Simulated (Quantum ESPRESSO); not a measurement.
## GeCN2: equation of state with LDA

GeCN2:

```
Ge N C
1.0
     1.79379    1.03565    4.92196
    -1.79379    1.03565    4.92196
     0.00000   -2.07129    4.92196
Ge N C
1 2 1
Cartesian
  0.0000 0.0000 0.0000
  0.0000 0.0000 8.6219
  0.0000 0.0000 6.1440
  0.0000 0.0000 7.3829
```

The cell comes from a database or a generator and needn't be the stable form of this composition.

```json
{
 "Program": "Quantum ESPRESSO 7.5",
 "Task": "equation of state",
 "Functional": "LDA",
 "Potentials or basis": "GBRV 1.5 LDA",
 "Cutoff": "612 eV",
 "Density cutoff": "4898 eV",
 "k mesh": "9 × 9 × 9",
 "Occupations": "fermi-dirac, width 0.05 eV",
 "Spin": "no spin polarisation",
 "Form of the LDA correlation": "PZ81",
 "Mixing beta": "0.5",
 "Most SCF iterations": "120",
 "SCF threshold": "8e-10 Ry"
}
```

```json
{"Equilibrium volume": "13.07 Å³/atom", "Bulk modulus at fixed shape and positions": "146 GPa", "Pressure derivative of the bulk modulus": "3.8"}
```

Energy against volume, from the lowest point:
```
volume (Å³/atom)  energy (meV/atom)
          12.893               0.82
          13.167               0.00
          13.441               4.25
          13.716              13.07
          13.990              26.01
          14.264              42.70
          14.538              62.77
```

All runs of the series together: 4.9 min on 2 threads of Arm Neoverse V2 (shared host).

Caveat: the cell was scaled at fixed shape and fractional positions, which overstates the stiffness of a crystal with free parameters, most of all of layers and chains.
